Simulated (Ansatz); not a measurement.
# B3N2: the cost of one run

Program: Ansatz 0.2.0. Level of theory: DFT PBE, scalar-relativistic, plane waves, PAW. These are calculated values, not measurements.

1 further run of the same task is left out (it didn't finish).

## (1) The structure to begin with

It takes space group P6/mmm (No. 191, hexagonal). Conventional cell: a = 3.691 Å, b = 3.691 Å, c = 3.538 Å, α = 90.00°, β = 90.00°, γ = 120.00°. Around B (site symmetry mmm) lie 4 B at 1.85 Å. N (site symmetry 6mm) has 1 N at 1.25 Å as nearest neighbours.

As a file:

```cif
data_structure
_symmetry_space_group_name_H-M 'P 1'
_symmetry_Int_Tables_number 1
_cell_length_a 3.6912
_cell_length_b 3.6912
_cell_length_c 3.5379
_cell_angle_alpha 90.000
_cell_angle_beta 90.000
_cell_angle_gamma 120.000
_cell_volume 41.74
loop_
_atom_site_label
_atom_site_type_symbol
_atom_site_fract_x
_atom_site_fract_y
_atom_site_fract_z
_atom_site_occupancy
B1 B 0.50000 0.00000 0.00000 1
B2 B 0.00000 0.50000 0.00000 1
B3 B 0.50000 0.50000 0.00000 1
N1 N 0.00000 0.00000 0.32398 1
N2 N 0.00000 0.00000 0.67602 1
```

Recipe of the guess: random cell by space group and Wyckoff sites (P6/mmm, No. 191). Its size is a rough estimate.

## (2) Probe: one point on a coarse mesh

The input, input.yaml:

```yaml
crystal:
  lattice:
    - [3.6911684, 0.0, 0.0]
    - [-1.8455842, 3.1966456, 0.0]
    - [0.0, 0.0, 3.53785798]
  atoms:
    - { symbol: B, position: [0.5, 0.0, 0.0] }
    - { symbol: B, position: [0.0, 0.5, 0.0] }
    - { symbol: B, position: [0.5, 0.5, 0.0] }
    - { symbol: "N", position: [0.0, 0.0, 0.32398002] }
    - { symbol: "N", position: [0.0, 0.0, 0.67601998] }
basis:
  ecutwfc: 420
kpoints:
  mp_grid: { grid: [6, 6, 6] }
hamiltonian:
  xc: pbe
scf:
  occupations: { method: gaussian, width: 0.1 }
  lower_state_search: "off"
output:
  forces: true
  stress: true
  eigenvalues: true
```

Command:

```bash
$ ansatz run input.yaml --threads 1 --pin off --max-ram 2560MiB --backend cpu --events-out ev --progress --plain --runs-dir out
```

**Question.** How long does this run take on 1 thread of Intel Xeon at 2.50GHz (Skylake/Cascade Lake), shared host, and how much memory does it need?

About 3.3 s, with a peak of 0.31 GiB.
